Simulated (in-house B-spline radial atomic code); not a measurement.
# Mo⁴⁺: ionisation energy by several methods

One table from this session's results is given with a row withheld; the runs are named, their logs left out.

Method: non-relativistic, several functionals, spin-polarised; spherical all-electron atom at the radial basis limit. Code: in-house B-spline radial atomic code version 1.

**What is computed**

```
element       : molybdenum (Z = 42)
charge        : +4
electrons     : 38
configuration : [Kr] 4d2
nucleus       : point
```

The outer shells:

[Kr] 4d2
```
[Kr] core
4d [↑ ][↑ ][  ][  ][  ]
```

Where spins are not typed, each open shell is filled with up spins first.

The first run:

Input settings:

```ini
Z = 42
electrons = 38.0
configuration = [Kr] 4d2
hamiltonian = nr
method = pbesol
spin_polarised = True
```

Steps of the session up to this table: PBEsol, a GGA; M06-L, a meta-GGA; AM05, a GGA; BP86, a GGA; revTPSS, a meta-GGA.

One of the session's tables, all rows but one given; the rest of the session is left out.

| method | ΔSCF (eV) |
| --- | --- |
| PBEsol | 54.692 |
| AM05 | 54.666 |
| BP86 | ? |
| M06-L | 54.378 |
| revTPSS | 54.520 |

Estimate the missing values for BP86.

**Answer.** ΔSCF (eV): 54.752. In the column «ΔSCF (eV)» it is the highest.

Caveats from the session: These runs lack relativity altogether, which can outweigh the gaps between the methods, so the nearest may be so by luck. These runs leave out relativity, which matters at this nuclear charge.
